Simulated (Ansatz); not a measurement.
The system is SbAs.

```
CELL_PARAMETERS angstrom
2.03271 1.17359 3.71659
-2.03271 1.17359 3.71659
0.00000 -2.34718 3.71659
ATOMIC_POSITIONS crystal
Sb 0.77090 0.77090 0.77090
As 0.22910 0.22910 0.22910
```

The cell is a database's computed one.

```yaml
Program: Ansatz 0.2.0
Task: relaxation of cell and atoms
Functional: BPBE
Potentials_or_basis: Ansatz PAW
Cutoff: "420 eV (not typed: the program's choice for these potentials)"
k_mesh: 8 × 8 × 8
Occupations: fermi-dirac, width 0.05 eV
Spin: no spin polarisation
```

At the start: volume 26.60 Å³/atom.

Task: Where does the relaxation end?

Result: It ends after 6 steps and the volume is 26.73 Å³/atom (+0.5 %); space group R3m (No. 160, to 0.05 Å).

The path:
| step | energy change (eV) | largest force (eV/Å) | volume (Å³) |
| --- | --- | --- | --- |
| 1 | 0.0000 | 0.1549 | 53.20 |
| 2 | -0.0009 | 0.1577 | 54.24 |
| 3 | -0.0042 | 0.0142 | 53.80 |
| 4 | -0.0044 | 0.0043 | 53.51 |
| 5 | -0.0045 | 0.0021 | 53.46 |
| 6 | -0.0046 | 0.0021 | 53.46 |

Final structure:
```
CELL_PARAMETERS angstrom
2.04982 1.18346 3.67296
-2.04982 1.18346 3.67296
0.00000 -2.36693 3.67296
ATOMIC_POSITIONS crystal
Sb 0.76970 0.76970 0.76970
As 0.23030 0.23030 0.23030
```

Caveat: the plane-wave basis is chosen anew once the cell has moved, so the energies of steps on either side of that aren't comparable; the PAW data sets come from PBE, with cores solved anew for the run's functional, which leaves a small shift of forces and pressure.
